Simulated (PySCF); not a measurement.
# TcO₂⁺: rigid scans about the minimum

Aim: map the energy of triplet TcO₂⁺ about its PBE0 minimum, with rigid distortions.

Method: PBE0, basis Tc def2-TZVP with ECP28, O def2-TZVP, scalar-relativistic core potentials, no spin–orbit coupling, density fitting; program: PySCF 2.14.0.

### 1 Starting geometry

3 atoms, charge 1, spin multiplicity 3.

Bond lengths: Tc1–O2 1.635 Å, Tc1–O3 1.635 Å. Angles: O2–Tc1–O3 118.2°.

Z-matrix (Å, degrees; charge 1 multiplicity 3):
```
Tc
O  1 1.6353
O  1 1.6353 2 118.17
```

### 2 Breathing scan

One driver script runs all scans and calls PySCF for each point, on a (75, 302) grid.

On the command line:

```console
$ OMP_NUM_THREADS=2 python axn.py task.json out
```

A rigid scan with PBE0: all bonds to the central atom are scaled together. Each point starts from its neighbour's orbitals, and energies count from the minimum. Dipoles of the ion refer to the centre of mass.

| scale of all bonds to the centre | energy (kJ/mol) | dipole size (D) | ⟨S²⟩ |
| --- | --- | --- | --- |
| 0.88 | 354.6 | 3.31 | 2.00 |
| 0.92 | 139.4 | 3.57 | 2.00 |
| 0.96 | 30.9 | 3.79 | 2.00 |
| 1.00 | 0.0 | 3.95 | 2.01 |
| 1.04 | 24.4 | 4.08 | 2.01 |
| 1.08 | 86.8 | 4.18 | 2.01 |
| 1.14 | 222.7 | 4.28 | 2.13 |
| 1.22 | 446.2 | 4.26 | 2.16 |
| 1.35 | 731.7 | 3.35 | 3.42 |

The scan ran for 23 s (2 threads of Arm Neoverse V2, shared host).

⟨S²⟩ grows along the scan: the determinant mixes in higher spin as the pair uncouples.

### 3 Stretching one bond

A rigid scan with PBE0: the bond from Tc to the last atom (O) is scaled and the rest held.

| scale of one bond | energy (kJ/mol) | dipole size (D) | ⟨S²⟩ |
| --- | --- | --- | --- |
| 0.92 | 61.1 | 3.85 | 2.01 |
| 0.96 | 13.6 | 3.89 | 2.01 |
| 1.00 | 0.0 | 3.95 | 2.01 |
| 1.05 | 16.2 | 4.05 | 2.01 |
| 1.12 | 74.9 | 4.13 | 2.05 |
| 1.20 | 154.5 | 4.02 | 2.18 |
| 1.35 | 284.8 | 3.93 | 2.27 |
| 1.55 | 397.6 | 2.97 | 2.87 |
| 1.80 | 452.8 | 3.36 | 3.03 |
| 2.20 | 483.1 | 3.28 | 3.03 |

The scan took 27 s.

⟨S²⟩ grows along the scan: the determinant mixes in higher spin as the pair uncouples.

### 4 Bending curve

A rigid scan with PBE0: the O–Tc–O angle changes, with bonds held.

| bond angle (°) | energy (kJ/mol) | dipole size (D) | ⟨S²⟩ |
| --- | --- | --- | --- |
| 80 | 200.9 | 4.41 | 2.01 |
| 90 | 95.7 | 4.26 | 2.00 |
| 100 | 35.6 | 4.19 | 2.00 |
| 110 | 6.5 | 4.10 | 2.00 |
| 120 | 0.3 | 3.90 | 2.01 |
| 130 | 12.3 | 3.55 | 2.01 |
| 140 | 39.8 | 3.05 | 2.01 |
| 150 | 79.4 | 2.45 | 2.02 |
| 160 | 124.1 | 1.75 | 2.02 |
| 170 | 161.5 | 0.93 | 2.03 |
| 180 | 176.7 | 0.00 | 2.04 |

The scan took 22 s.

### 5 What came out

| quantity | value |
| --- | --- |
| all bonds 4 % longer | 24.4 kJ/mol |
| one bond 20 % longer | 154.5 kJ/mol |
| linear shape, bonds held | 176.7 kJ/mol |

In words: Shortening all bonds by 4 % costs 30.9 kJ/mol and lengthening them 24.4: the wall is steeper on the short side. Held rigid otherwise, the linear shape costs 177 kJ/mol. Other spin states or occupations of the open shell can lie lower.
